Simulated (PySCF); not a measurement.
# B2O2 (diboron dioxide), step by step

We compute a geometry optimisation (CAM-B3LYP-D4/cc-pCVDZ), then the harmonic vibrations, then the energy (CCSD(T)/6-31+G*), then quasiparticle energies (G0W0@M06-L/6-311G*) of B2O2 (diboron dioxide). 

The calculation is run with PySCF 2.14.0.

## (1) Starting point

B2O2: 4 atoms, total charge 0, spin state singlet. SMILES: `O=BB=O`. All atoms were displaced at random from a relaxed shape. The run starts from this shape.

Bond lengths: O1–B2 1.211 Å, B2–B3 1.828 Å, B3–O4 1.067 Å. Angles: O1–B2–B3 172.4°, B2–B3–O4 169.6°.

## (2) A structure relaxation at CAM-B3LYP-D4/cc-pCVDZ (run 1)

File input.py:

```python
# diboron dioxide
from pyscf import gto, dft
from pyscf.geomopt.geometric_solver import kernel as optimise

mol = gto.Mole()
mol.atom = [
    ('O', (-0.745050, 0.546115, 1.846676)),
    ('B', (-0.377565, 0.193863, 0.747875)),
    ('B', (0.401469, -0.283943, -0.835068)),
    ('O', (0.776899, -0.399637, -1.826608)),
]
mol.spin = 0
mol.verbose = 3
mol.basis = 'cc-pcvdz'
mol.max_memory = 1860
mol.charge = 0
mol.build()

mf = dft.RKS(mol)
mf.xc = 'cam-b3lyp'
mf.disp = 'd4'
converged, mol_eq = optimise(mf, maxsteps=100)
print('converged:', converged)
print(mol_eq.tostring())

mf.reset(mol_eq)
mol = mol_eq
mf.kernel()
energy = mf.e_tot
print('E(%s) = %.9f' % ('CAM-B3LYP', energy))
```

Launch:

```sh
$ OMP_NUM_THREADS=1 python input.py
```

What it wrote:

```text
maxiter                   100
----------------------------------------------------------
Custom engine selected.
Bonds will be generated from interatomic distances less than 1.20 times sum of covalent radii
12 internal coordinates being used (instead of 12 Cartesians)
Internal coordinate system (atoms numbered from 1):
Distance 1-2
Distance 2-3
Distance 3-4
LinearAngleX 1-2-3
LinearAngleY 1-2-3
LinearAngleX 2-3-4
LinearAngleY 2-3-4
Translation-X 1-4
Translation-Y 1-4
Translation-Z 1-4
Rotation-A 1-4
Rotation-B 1-4
Rotation-C 1-4
> ===== Optimization Info: ====
> Job type: Energy minimization
> Maximum number of optimization cycles: 100
> Initial / maximum trust radius (Angstrom): 0.100 / 0.300
> Convergence Criteria:
> Will converge when all 5 criteria are reached:
>  |Delta-E| < 1.00e-06
>  RMS-Grad  < 3.00e-04
>  Max-Grad  < 4.50e-04
>  RMS-Disp  < 1.20e-03
>  Max-Disp  < 1.80e-03
> === End Optimization Info ===

Geometry optimization cycle 1
Cartesian coordinates (Angstrom)
 Atom        New coordinates             dX        dY        dZ
   O  -0.745050   0.546115   1.846676    0.000000  0.000000  0.000000
   B  -0.377565   0.193863   0.747875    0.000000  0.000000  0.000000
   B   0.401469  -0.283943  -0.835068    0.000000  0.000000  0.000000
   O   0.776899  -0.399637  -1.826608    0.000000  0.000000  0.000000

WARN: Mole.unit (angstrom) is changed to Bohr

converged SCF energy = -200.124450333129
--------------- RKS_Scanner gradients ---------------
         x                y                z
0 O    -0.0034242022     0.0077088511     0.0250749273
1 B    -0.0255538953     0.0102425916     0.0209901972
2 B     0.1603828437    -0.0632378858    -0.3808428867
3 O    -0.1314467730     0.0452614971     0.3347455747
----------------------------------------------
cycle 1: E = -200.124450333  dE = -200.124  norm(grad) = 0.555016
Step    0 : Gradient = 2.775e-01/4.180e-01 (rms/max) Energy = -200.1244503331
Hessian Eigenvalues: 5.00000e-02 5.00000e-02 5.00000e-02 ... 2.50000e-01 9.94897e-01 2.15261e+00

Geometry optimization cycle 2
Cartesian coordinates (Angstrom)
 Atom        New coordinates             dX        dY        dZ
   O  -0.718585   0.514122   1.755378    0.026465 -0.031993 -0.091298
   B  -0.322947   0.176410   0.677157    0.054618 -0.017453 -0.070718
   B   0.336580  -0.230147  -0.719006   -0.064889  0.053796  0.116062
   O   0.762484  -0.402931  -1.779291   -0.014415 -0.003294  0.047317
converged SCF energy = -200.17207944229
--------------- RKS_Scanner gradients ---------------
         x                y                z
0 O     0.0022105446     0.0009847435     0.0033815126
1 B     0.0030822574    -0.0043034118    -0.0246138606
2 B     0.0277653726    -0.0129105985    -0.0542520774
3 O    -0.0331112577     0.0161073466     0.0754371919
----------------------------------------------
cycle 2: E = -200.172079442  dE = -0.0476291  norm(grad) = 0.107604
Step    1 : Displace = 1.017e-01/1.434e-01 (rms/max) Trust = 1.000e-01 (=) Grad = 5.380e-02/8.394e-02 (rms/max) E (change) = -200.1720794423 (-4.763e-02) Quality = 1.083
Hessian Eigenvalues: 4.99994e-02 5.00000e-02 5.00000e-02 ... 2.50004e-01 9.92684e-01 1.60628e+00

Geometry optimization cycle 3
Cartesian coordinates (Angstrom)
 Atom        New coordinates             dX        dY        dZ
   O  -0.744584   0.517860   1.793097   -0.025999  0.003738  0.037719
   B  -0.326143   0.194020   0.722309   -0.003197  0.017610  0.045152
   B   0.341468  -0.218000  -0.750868    0.004888  0.012147 -0.031861
   O   0.789357  -0.430813  -1.828038    0.026873 -0.027882 -0.048748
converged SCF energy = -200.176064596625
--------------- RKS_Scanner gradients ---------------
         x                y                z
0 O     0.0026246147    -0.0002540761    -0.0015571054
1 B    -0.0093830431     0.0043115960     0.0108940165
2 B     0.0148626722    -0.0096797877    -0.0254509650
3 O    -0.0081534451     0.0054717754     0.0160984260
----------------------------------------------
cycle 3: E = -200.176064597  dE = -0.00398515  norm(grad) = 0.0394032
Step    2 : Displace = 4.876e-02/6.269e-02 (rms/max) Trust = 1.414e-01 (+) Grad = 1.970e-02/3.102e-02 (rms/max) E (change) = -200.1760645966 (-3.985e-03) Quality = 0.942
Hessian Eigenvalues: 4.99906e-02 5.00000e-02 5.00000e-02 ... 2.50931e-01 9.95240e-01 1.28300e+00

Geometry optimization cycle 4
Cartesian coordinates (Angstrom)
 Atom        New coordinates             dX        dY        dZ
   O  -0.747385   0.510556   1.784715   -0.002801 -0.007304 -0.008381
   B  -0.311336   0.198333   0.716608    0.014807  0.004313 -0.005701
   B   0.331642  -0.198601  -0.742628   -0.009826  0.019400  0.008239
   O   0.789822  -0.439602  -1.821012    0.000465 -0.008789  0.007026
converged SCF energy = -200.176794466203
--------------- RKS_Scanner gradients ---------------
         x                y                z
0 O     0.0012234169     0.0001780366    -0.0004873626
1 B    -0.0026388247     0.0005965738     0.0008785573
2 B     0.0014216662    -0.0018753932     0.0010172942
3 O    -0.0000460417     0.0009753399    -0.0014064762
----------------------------------------------
cycle 4: E = -200.176794466  dE = -0.00072987  norm(grad) = 0.00440021
Step    3 : Displace = 1.621e-02/2.209e-02 (rms/max) Trust = 2.000e-01 (+) Grad = 2.200e-03/2.844e-03 (rms/max) E (change) = -200.1767944662 (-7.299e-04) Quality = 1.165
Hessian Eigenvalues: 4.99365e-02 5.00000e-02 5.00000e-02 ... 2.53398e-01 9.93433e-01 1.38242e+00

Geometry optimization cycle 5
Cartesian coordinates (Angstrom)
 Atom        New coordinates             dX        dY        dZ
   O  -0.750060   0.506906   1.783821   -0.002675 -0.003650 -0.000894
   B  -0.304645   0.203562   0.716481    0.006691  0.005229 -0.000127
   B   0.329593  -0.188099  -0.743773   -0.002050  0.010502 -0.001145
   O   0.790064  -0.444836  -1.818813    0.000242 -0.005234  0.002199
converged SCF energy = -200.176862424437
--------------- RKS_Scanner gradients ---------------
         x                y                z
0 O     0.0004584801     0.0003452556     0.0001544220
1 B    -0.0007056762    -0.0002606570    -0.0009717015
2 B    -0.0008229381    -0.0002000567     0.0038845572
3 O     0.0010411235     0.0000256406    -0.0030620048
----------------------------------------------
cycle 5: E = -200.176862424  dE = -6.79582e-05  norm(grad) = 0.00530386
Step    4 : Displace = 7.557e-03/9.279e-03 (rms/max) Trust = 2.828e-01 (+) Grad = 2.652e-03/3.976e-03 (rms/max) E (change) = -200.1768624244 (-6.796e-05) Quality = 1.437
Hessian Eigenvalues: 4.89769e-02 4.99998e-02 5.00000e-02 ... 2.78528e-01 9.94250e-01 1.43814e+00

Geometry optimization cycle 6
Cartesian coordinates (Angstrom)
 Atom        New coordinates             dX        dY        dZ
   O  -0.753047   0.502712   1.784048   -0.002986 -0.004194  0.000227
   B  -0.298082   0.210929   0.717341    0.006563  0.007367  0.000860
   B   0.329024  -0.176506  -0.747026   -0.000569  0.011593 -0.003253
   O   0.789954  -0.450639  -1.816973   -0.000110 -0.005803  0.001841
converged SCF energy = -200.176898609171
--------------- RKS_Scanner gradients ---------------
         x                y                z
0 O    -0.0000784795     0.0002856100     0.0002547951
1 B     0.0003376864    -0.0004687237    -0.0008352501
2 B    -0.0011803569     0.0004587823     0.0025361075
3 O     0.0009091536    -0.0003115877    -0.0019522628
----------------------------------------------
cycle 6: E = -200.176898609  dE = -3.61847e-05  norm(grad) = 0.00373558
Step    5 : Displace = 8.438e-03/9.929e-03 (rms/max) Trust = 3.000e-01 (+) Grad = 1.868e-03/2.835e-03 (rms/max) E (change) = -200.1768986092 (-3.618e-05) Quality = 1.270
Hessian Eigenvalues: 4.79096e-02 4.99996e-02 5.00000e-02 ... 2.74027e-01 9.95707e-01 1.27974e+00

Geometry optimization cycle 7
Cartesian coordinates (Angstrom)
 Atom        New coordinates             dX        dY        dZ
   O  -0.753812   0.500897   1.784547   -0.000765 -0.001814  0.000500
   B  -0.296257   0.214416   0.717635    0.001825  0.003487  0.000294
   B   0.329743  -0.172423  -0.748573    0.000719  0.004084 -0.001548
   O   0.789407  -0.452616  -1.816462   -0.000547 -0.001977  0.000511
converged SCF energy = -200.176904745134
--------------- RKS_Scanner gradients ---------------
         x                y                z
0 O    -0.0001028469     0.0001444688     0.0000515986
1 B     0.0002733632    -0.0002547039    -0.0001467655
2 B    -0.0004565102     0.0001851342     0.0004786061
3 O     0.0002816646    -0.0000877211    -0.0003821278
----------------------------------------------
cycle 7: E = -200.176904745  dE = -6.13596e-06  norm(grad) = 0.000948707
Step    6 : Displace = 3.149e-03/3.446e-03 (rms/max) Trust = 3.000e-01 (=) Grad = 4.744e-04/6.868e-04 (rms/max) E (change) = -200.1769047451 (-6.136e-06) Quality = 1.218
Hessian Eigenvalues: 4.75398e-02 4.99879e-02 5.00000e-02 ... 2.65592e-01 9.95346e-01 1.17882e+00

Geometry optimization cycle 8
Cartesian coordinates (Angstrom)
 Atom        New coordinates             dX        dY        dZ
   O  -0.753667   0.500220   1.784897    0.000145 -0.000677  0.000350
   B  -0.296162   0.215640   0.717526    0.000095  0.001225 -0.000109
   B   0.330376  -0.171545  -0.748842    0.000633  0.000877 -0.000269
   O   0.788896  -0.452942  -1.816533   -0.000510 -0.000326 -0.000071
converged SCF energy = -200.176905596555
--------------- RKS_Scanner gradients ---------------
         x                y                z
0 O    -0.0000423627     0.0000660354    -0.0000337580
1 B     0.0001026556    -0.0001043474     0.0000882634
2 B    -0.0000710151    -0.0000055269    -0.0002104940
3 O     0.0000085514     0.0000374178     0.0001566443
----------------------------------------------
cycle 8: E = -200.176905597  dE = -8.51421e-07  norm(grad) = 0.00033452
Step    7 : Displace = 8.969e-04/1.010e-03 (rms/max) Trust = 3.000e-01 (=) Grad = 1.673e-04/2.222e-04 (rms/max) E (change) = -200.1769055966 (-8.514e-07) Quality = 1.274
Hessian Eigenvalues: 4.75398e-02 4.99879e-02 5.00000e-02 ... 2.65592e-01 9.95346e-01 1.17882e+00
Converged! =D

converged: True
O          -0.75366666        0.50022000        1.78489700
B          -0.29616224        0.21564046        0.71752577
B           0.33037611       -0.17154509       -0.74884174
O           0.78889614       -0.45294190       -1.81653269
converged SCF energy = -200.176905596577
E(CAM-B3LYP) = -200.176905597
```

It took 2.7 min on 1 thread of Intel Xeon at 2.50GHz (Skylake/Cascade Lake), shared host; peak memory 0.62 GiB.

Step by step:

```
step  energy from the first frame kept (eV)  largest force (eV/Å)
   0                                 0.0000               21.4968
   1                                -1.2961                4.3166
   2                                -1.4045                1.5952
   3                                -1.4244                0.1463
   4                                -1.4262                0.2044
   5                                -1.4272                0.1458
   6                                -1.4274                0.0353
   7                                -1.4274                0.0114
```

After the run. Bond lengths: O1–B2 1.196 Å, B2–B3 1.641 Å, B3–O4 1.196 Å. Angles: O1–B2–B3 179.9°, B2–B3–O4 179.9°.

## (3) Vibrational wavenumbers at CAM-B3LYP-D4/cc-pCVDZ (run 2)

File calc.py:

```python
from pyscf import gto, dft, symm
from pyscf.hessian import thermo

system = gto.Mole()
system.atom = [
    ('O', (0.000000, 0.000000, -2.016080)),
    ('B', (0.000000, 0.000000, -0.820472)),
    ('B', (0.000000, 0.000000, 0.820472)),
    ('O', (0.000000, 0.000000, 2.016080)),
]
system.verbose = 3
system.max_memory = 1860
system.basis = 'cc-pcvdz'
system.spin = 0
system.build()

mf = dft.RKS(system)
mf.xc = 'cam-b3lyp'
mf.disp = 'd4'
mf.kernel()

energy = mf.e_tot
print('Final energy', energy)
hess = mf.Hessian().kernel()
modes = thermo.harmonic_analysis(system, hess)
thermo.dump_normal_mode(system, modes)
symm.geom.TOLERANCE = 1e-3  # for the symmetry number
th = thermo.thermo(mf, modes['freq_au'], 200, 101325)
thermo.dump_thermo(system, th)
```

Launch:

```sh
$ OMP_NUM_THREADS=1 python calc.py
```

What it wrote:

```text
converged SCF energy = -200.176904804918
Final energy -200.17690480491805

WARN: DFTD4 does not support analytical Hessian, using finite difference.

WARN: Mole.unit (angstrom) is changed to Bohr

Mode                                 0                   1                   2
Irrep
Freq [cm^-1]                      227.3144            227.3144            532.2806
Reduced mass [au]                  12.4364             12.4364             11.1748
Force const [Dyne/A]                0.3786              0.3786              1.8654
Char temp [K]                     327.0548            327.0548            765.8332
Normal mode                   x     y     z       x     y     z       x     y     z
       0   O                -0.00 -0.11 -0.00    0.11 -0.00  0.00   -0.06 -0.00 -0.00
       1   B                 0.00  0.17 -0.00   -0.17  0.00  0.00    0.20  0.02 -0.00
       2   B                 0.00  0.17 -0.00   -0.17  0.00 -0.00   -0.20 -0.02  0.00
       3   O                -0.00 -0.11  0.00    0.11 -0.00 -0.00    0.06  0.00  0.00
Mode                                 3                   4                   5
Irrep
Freq [cm^-1]                      532.2806            626.9522           1998.0015
Reduced mass [au]                  11.1748             14.1080             12.4364
Force const [Dyne/A]                1.8654              3.2673             29.2508
Char temp [K]                     765.8332            902.0446           2874.6793
Normal mode                   x     y     z       x     y     z       x     y     z
       0   O                -0.00  0.06 -0.00   -0.00  0.00  0.15    0.00 -0.00 -0.11
       1   B                 0.02 -0.20 -0.00    0.00 -0.00  0.11   -0.00  0.00  0.17
       2   B                -0.02  0.20  0.00    0.00  0.00 -0.11    0.00  0.00  0.17
       3   O                 0.00 -0.06  0.00   -0.00 -0.00 -0.15   -0.00 -0.00 -0.11
Mode                                 6
Irrep
Freq [cm^-1]                     2185.6818
Reduced mass [au]                  11.8865
Force const [Dyne/A]               33.4563
Char temp [K]                    3144.7095
Normal mode                   x     y     z
       0   O                 0.00 -0.00  0.09
       1   B                -0.00  0.00 -0.18
       2   B                -0.00  0.00  0.18
       3   O                 0.00 -0.00 -0.09
temperature 200.0000 [K]
pressure 101325.00 [Pa]
Rotational constants [GHz] inf 3.49471 3.49471
Symmetry number 2
Zero-point energy (ZPE) 0.01442 [Eh]   37860.764 [J/mol]
                           tot       elec      trans        rot        vib
Entropy [J/mol/K]       224.033      0.000    150.107     61.449     12.476
Cv [J/mol/K]             41.595      0.000     12.472      8.314     20.809
Cp [J/mol/K]             49.910      0.000     20.786      8.314     20.809
Internal energy [J/mol]                      2494.338   1662.892  39543.585
Internal energy [Eh]   -200.16026  -200.17690
Enthalpy [J/mol]                             4157.230   1662.892  39543.585
Enthalpy [Eh]          -200.15963
Gibbs free energy [J/mol]                  -25864.205 -10626.928  37048.330
Gibbs free energy [Eh] -200.17669
```

Wall time 2.3 min (1 thread of Intel Xeon at 2.50GHz (Skylake/Cascade Lake), shared host); peak memory 0.85 GiB.

## (4) A single-point energy at CCSD(T)/6-31+G(d) (spherical functions) (run 3)

File start.xyz:

```xyz
4

O     -0.753667     0.500220     1.784897
B     -0.296162     0.215640     0.717526
B      0.330376    -0.171545    -0.748842
O      0.788896    -0.452942    -1.816533
```

File input.py:

```python
from pyscf import gto, cc

molecule = gto.M(
    atom='start.xyz',
    basis='6-31+g*',
    verbose=3,
    max_memory=1860,
)

mf = molecule.RHF()
mf.kernel()

mycc = cc.CCSD(mf, frozen=4)
mycc.kernel()
e_t = mycc.ccsd_t()
energy = mycc.e_tot + e_t
print('Final energy', energy)
mf.analyze()
```

Launch:

```sh
$ OMP_NUM_THREADS=1 python input.py
```

What it wrote:

```text
converged SCF energy = -199.189541875602
E(CCSD) = -199.7026232806719  E_corr = -0.5130814050700836
CCSD(T) correction = -0.019577740671832
Final energy -199.72220102134375
**** MO energy ****
MO #1   energy= -20.6111067962282  occ= 2
MO #2   energy= -20.6110764449962  occ= 2
MO #3   energy= -7.68878850515754  occ= 2
MO #4   energy= -7.68801304282427  occ= 2
MO #5   energy= -1.36736343932246  occ= 2
MO #6   energy= -1.36686792673682  occ= 2
MO #7   energy= -0.728962713543688 occ= 2
MO #8   energy= -0.663669689716391 occ= 2
MO #9   energy= -0.641229102903127 occ= 2
MO #10  energy= -0.563905477511856 occ= 2
MO #11  energy= -0.563905465170307 occ= 2
MO #12  energy= -0.541848029774836 occ= 2
MO #13  energy= -0.541847961384331 occ= 2
MO #14  energy= 0.0252275376645212 occ= 0
MO #15  energy= 0.025227755700305  occ= 0
MO #16  energy= 0.0449158105245124 occ= 0
MO #17  energy= 0.0678424375837423 occ= 0
MO #18  energy= 0.0998185875878883 occ= 0
MO #19  energy= 0.0998190035166303 occ= 0
MO #20  energy= 0.100743460388247  occ= 0
MO #21  energy= 0.100743481960198  occ= 0
MO #22  energy= 0.109612101597029  occ= 0
MO #23  energy= 0.128325877708285  occ= 0
MO #24  energy= 0.227602359803362  occ= 0
MO #25  energy= 0.292622984735264  occ= 0
MO #26  energy= 0.310367677309241  occ= 0
MO #27  energy= 0.310368422649211  occ= 0
MO #28  energy= 0.326704362114141  occ= 0
MO #29  energy= 0.326704824402811  occ= 0
MO #30  energy= 0.358452061876621  occ= 0
MO #31  energy= 0.361601773494992  occ= 0
MO #32  energy= 0.361602087628726  occ= 0
MO #33  energy= 0.363744227026375  occ= 0
MO #34  energy= 0.438738855536017  occ= 0
MO #35  energy= 0.641007910436664  occ= 0
MO #36  energy= 0.671753362494575  occ= 0
MO #37  energy= 0.671754248538762  occ= 0
MO #38  energy= 0.73074771433722   occ= 0
MO #39  energy= 0.798646917362847  occ= 0
MO #40  energy= 0.798646969091984  occ= 0
MO #41  energy= 0.870884149806455  occ= 0
MO #42  energy= 1.10500283569618   occ= 0
MO #43  energy= 1.23018901961767   occ= 0
MO #44  energy= 1.32949117069175   occ= 0
MO #45  energy= 1.3294911755068    occ= 0
MO #46  energy= 1.33284295555875   occ= 0
MO #47  energy= 1.36463251556287   occ= 0
MO #48  energy= 1.36465267106654   occ= 0
MO #49  energy= 1.46935058878445   occ= 0
MO #50  energy= 1.46935201608995   occ= 0
MO #51  energy= 1.48738346062891   occ= 0
MO #52  energy= 1.48738346066663   occ= 0
MO #53  energy= 1.4942908085181    occ= 0
MO #54  energy= 1.50781443727156   occ= 0
MO #55  energy= 1.51057286473719   occ= 0
MO #56  energy= 1.51057366626447   occ= 0
MO #57  energy= 1.87438444898969   occ= 0
MO #58  energy= 1.87438895299009   occ= 0
MO #59  energy= 2.05763804623833   occ= 0
MO #60  energy= 2.1475057071515    occ= 0
MO #61  energy= 2.14750570716422   occ= 0
MO #62  energy= 2.18746884420704   occ= 0
MO #63  energy= 2.18746884420951   occ= 0
MO #64  energy= 2.42704852904063   occ= 0
MO #65  energy= 2.52373183115216   occ= 0
MO #66  energy= 2.63159201161477   occ= 0
MO #67  energy= 2.63159481569194   occ= 0
MO #68  energy= 3.04267603340556   occ= 0
MO #69  energy= 3.04267751099795   occ= 0
MO #70  energy= 3.21127751748556   occ= 0
MO #71  energy= 3.74196045621061   occ= 0
MO #72  energy= 3.92976186983302   occ= 0
 ** Mulliken atomic charges  **
charge of    0O =     -0.40502
charge of    1B =      0.40501
charge of    2B =      0.40499
charge of    3O =     -0.40499
Dipole moment(X, Y, Z, Debye): -0.00271, -0.00878,  0.00071
```

Wall time 15 s (1 thread of Intel Xeon at 2.50GHz (Skylake/Cascade Lake), shared host); peak memory 0.28 GiB.

[end of part 1 of 2]
